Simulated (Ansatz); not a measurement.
Predict the output of the script below (the Python package of Ansatz (0.2.0)).

`md.py`:
```python
"""A short Born-Oppenheimer trajectory of BH4ISi."""

import ansatz
import numpy as np

BASIS = "def2-SVP"
XC = "PBE0"
N_STEPS = 30
TEMPERATURE_K = 300

GEOMETRY = """
Si   -0.65210    0.43440   -0.20320
B     0.79230   -0.51410    0.51890
I     2.01610   -1.74310   -0.81510
H    -1.57370   -0.44750   -0.83970
H    -0.20710    1.41690   -1.24660
H    -1.37450    1.23500    0.86090
H     1.06040   -0.44960    1.67910
"""

molecule = ansatz.Crystal.molecule()
for line in GEOMETRY.strip().splitlines():
    symbol, *xyz = line.split()
    molecule = molecule.atom(symbol, [float(v) for v in xyz])

base = molecule.calculation()
base = base.basis(gaussian=BASIS).functional(XC)
base = base.md("nve", timestep=0.25, steps=N_STEPS, temperature=TEMPERATURE_K, initial_velocities="maxwell_boltzmann", seed=45)
frames = []
base.session().plan().execute(on_event=lambda e: frames.append(e["data"]) if e["event"] == "md_step" else None)
print("t (fs)   E_pot (eV)      E_kin (eV)   T (K)   d(0-1) (A)")
for f in frames[::2]:
    xyz = np.array(f["positions_ang"])
    print(f"{f['time_fs']:6.2f} {f['lagrangian_ev']:14.5f} {f['e_kin_ev']:10.5f} {f['temperature_k']:8.1f} {np.linalg.norm(xyz[0] - xyz[1]):9.4f}")
kept = np.array([f["conserved_ev"] for f in frames])
print(f"conserved energy moves by at most {1000 * np.ptp(kept):.3f} meV")
```

Output of `python md.py`:
```text
t (fs)   E_pot (eV)      E_kin (eV)   T (K)   d(0-1) (A)
  0.00   -16712.29286    0.19389    300.0    1.8728
  0.50   -16712.28452    0.18555    287.1    1.8682
  1.00   -16712.28235    0.18337    283.7    1.8643
  1.50   -16712.28551    0.18650    288.6    1.8614
  2.00   -16712.29215    0.19310    298.8    1.8594
  2.50   -16712.30004    0.20097    310.9    1.8583
  3.00   -16712.30718    0.20809    322.0    1.8582
  3.50   -16712.31229    0.21319    329.9    1.8591
  4.00   -16712.31498    0.21589    334.0    1.8610
  4.50   -16712.31573    0.21665    335.2    1.8640
  5.00   -16712.31559    0.21654    335.1    1.8681
  5.50   -16712.31592    0.21689    335.6    1.8731
  6.00   -16712.31800    0.21899    338.8    1.8792
  6.50   -16712.32287    0.22387    346.4    1.8862
  7.00   -16712.33119    0.23219    359.3    1.8942
  7.50   -16712.34316    0.24416    377.8    1.9030
conserved energy moves by at most 0.134 meV
```

What to keep in mind:
- The settings weren't tested for convergence.
- The trajectory is only some femtoseconds long, so its temperature is not equilibrated; where the script doesn't relax first, it starts from a rough generated geometry.
- def2 sets replace the cores of elements past krypton by effective core potentials.
- The temperature counts the internal degrees of freedom alone.
- Wall time of the script: 74 s on 1 thread of Intel(R) Xeon(R) 6975P-C (Granite Rapids), with other jobs on the host, peak memory 0.23 GiB.

(Lines on the test bed's own set-up are left out of the output.)
